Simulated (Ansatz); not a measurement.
# BrH3O3Zr: how energies converge with the basis set

One table from this session's results is given with a row withheld; the runs are named, their logs left out.

Computed with Ansatz 0.2.0, Gaussian basis. Level: one geometry, several basis sets.

Levels to be run: PBE0-D4/def2-SVP; ωB97M-V/def2-SVP; PBE0-D4/def2-QZVPP; ωB97M-V/def2-QZVPP; the functionals' def2-TZVPP values are taken from earlier runs.

**The relaxed structure**

The geometry comes from an earlier relaxation with PBE0-D4 in a triple-zeta def2 set; it is a stationary point, not always the lowest conformer. Zr takes the def2 core potential; no spin-orbit term is included.

SMILES `[OH][Zr]([OH])([OH])[Br]`, 8 atoms, charge 0, spin multiplicity 1.

Atoms are counted from 1 here; the program's logs count them from 0.

Bond lengths: O1–Zr2 1.910 Å, O1–H6 0.952 Å, Zr2–O3 1.910 Å, Zr2–O4 1.910 Å, Zr2–Br5 2.543 Å, O3–H7 0.952 Å, O4–H8 0.952 Å. Angles: Zr2–O1–H6 164.3°, O1–Zr2–O3 109.9°, O1–Zr2–O4 109.9°, O1–Zr2–Br5 109.0°, O3–Zr2–O4 109.9°, O3–Zr2–Br5 109.0°, O4–Zr2–Br5 109.0°, Zr2–O3–H7 164.3°, Zr2–O4–H8 164.3°.

As a file:

```mol
BrH3O3Zr
  3D, bonds by distance, orders not assigned

  8  7  0  0  0  0  0  0  0  0999 V2000
   -0.7931    1.6168   -0.3533 O   0  0
   -0.0616   -0.0265    0.2899 Zr  0  0
   -0.8399   -1.4976   -0.6477 O   0  0
    1.8340   -0.0327    0.0536 O   0  0
   -0.5873   -0.2527    2.7672 Br  0  0
   -1.3088    2.2741   -0.8108 H   0  0
   -0.9778   -2.2903   -1.1574 H   0  0
    2.7345    0.2089   -0.1414 H   0  0
  1  2  8  0
  2  3  8  0
  2  4  8  0
  2  5  8  0
  1  6  8  0
  3  7  8  0
  4  8  8  0
M  END
```

Set-up of the first run:

in.yaml

```yaml
crystal:
  periodic: [false, false, false]
  atoms:
    - {symbol: O, position_ang: [-0.793109, 1.616789, -0.353342]}
    - {symbol: Zr, position_ang: [-0.061566, -0.026463, 0.289868]}
    - {symbol: O, position_ang: [-0.839938, -1.497607, -0.647701]}
    - {symbol: O, position_ang: [1.834034, -0.032672, 0.053609]}
    - {symbol: Br, position_ang: [-0.587310, -0.252680, 2.767203]}
    - {symbol: H, position_ang: [-1.308784, 2.274059, -0.810838]}
    - {symbol: H, position_ang: [-0.977827, -2.290339, -1.157403]}
    - {symbol: H, position_ang: [2.734501, 0.208902, -0.141398]}
basis:
  gaussian: {orbitals: def2-SVP}
hamiltonian: {xc: pbe0, dispersion: d4}
output: {orbitals: {seedname: orbitals}}
```

On the command line:

```bash
$ ansatz run in.yaml --threads 4 --pin off --events-out ev --progress --plain --max-ram 10444MiB
```

Among the steps run: PBE0-D4 in def2-SVP; ωB97M-V in def2-SVP; PBE0-D4 in def2-QZVPP; ωB97M-V in def2-QZVPP.

One of the session's tables, all rows but one given; the rest of the session is left out.

It belongs to the step «Functionals by basis». 

```
functional       basis  HOMO (eV)
   PBE0-D4    def2-SVP      -7.81
   PBE0-D4  def2-TZVPP      -7.98
   PBE0-D4  def2-QZVPP          ?
   ωB97M-V    def2-SVP      -9.98
   ωB97M-V  def2-TZVPP     -10.18
   ωB97M-V  def2-QZVPP     -10.22
```

Q: Estimate the row for PBE0-D4, def2-QZVPP from the others.

As computed: HOMO (eV): -8.01. In the column «HOMO (eV)» it lies between ωB97M-V, def2-SVP (-9.98) and PBE0-D4, def2-TZVPP (-7.98).
